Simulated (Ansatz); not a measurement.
# HSBr (triplet): wB97M-V, B2PLYP, RPA-PBE over a scan of the distance Br1–H2 along a hydrogen transfer, cc-pVTZ

An exercise on one series of results from a longer session: the logs are not shown, and one member is left open.

Program: Ansatz 0.2.0, Gaussian basis. Level of theory: cc-pVTZ, all electrons in the functionals, frozen cores in the correlation of double hybrids and RPA. These are calculated values, not measurements.

Plan: wB97M-V, B2PLYP, RPA-PBE, at 1.421 Å; 1.535 Å; 1.764 Å; 1.993 Å; 2.222 Å.

## The geometry

The geometry derives from fragments relaxed apart (PBE0/def2-TZVP) and kept rigid, so it is no stationary point. A hydrogen atom is moved between rigid fragments. No spin-orbit coupling is included. The filled d shell of Br may be among the frozen orbitals whatever the setting's name suggests; the logs give the count.

3 atoms, charge 0, spin multiplicity 3.

Atoms are counted from 1 here; the program's logs count them from 0.

Bond lengths: Br1–H2 1.421 Å.

No dispersion term is added; wB97M-V holds VV10 nonlocal correlation.

The geometry shown and the zero of energy belong to the point 1.421 Å. The yardstick, UCCSDT(Q), and other wave-function levels (R restricted, U unrestricted, valence and pair active spaces) come from earlier runs.

The first run:

Input file in.yaml:

```yaml
crystal:
  periodic: [false, false, false]
  atoms:
    - {symbol: Br, position_ang: [0.000000, 0.000000, -1.674200]}
    - {symbol: H, position_ang: [0.000000, 0.000000, -0.253600]}
    - {symbol: S, position_ang: [0.000000, 0.000000, 1.927800]}
basis:
  gaussian: {orbitals: cc-pVTZ}
magnetization: {spin_polarized: true, initial_magnetization: 2}
hamiltonian: {xc: {name: wB97M-V}}
output: {orbitals: {seedname: orbitals}}
```

Started as:

```sh
> ansatz run in.yaml --threads 1 --pin off --events-out ev --progress --plain --max-ram 2816MiB --backend cpu
```

Among the steps run: wB97M-V, 1.421 Å; wB97M-V, 1.535 Å; wB97M-V, 1.764 Å; wB97M-V, 1.993 Å; wB97M-V, 2.222 Å; B2PLYP, 1.421 Å; B2PLYP, 1.535 Å; B2PLYP, 1.764 Å; B2PLYP, 1.993 Å; B2PLYP, 2.222 Å; RPA-PBE, 1.421 Å; RPA-PBE, 1.535 Å; RPA-PBE, 1.764 Å; RPA-PBE, 1.993 Å; RPA-PBE, 2.222 Å.

One table of the session follows, with a row left open; its other results are not shown here.

```
    level  1.535 Å  1.764 Å  1.993 Å  2.222 Å
UCCSDT(Q)    0.106    0.677    0.755    0.381
  wB97M-V    0.102    0.663    0.630    0.243
   B2PLYP    0.086    0.604    0.662    0.317
  RPA-PBE        ?        ?        ?        ?
```

Estimate the missing values for RPA-PBE.

The run gave: 1.535 Å: 0.128; 1.764 Å: 0.468; 1.993 Å: 0.280; 2.222 Å: -0.061. In the column «1.535 Å» it is the highest.

Caveats from the session: Energies in eV, counted from 1.421 Å; blanks weren't run or aren't comparable.
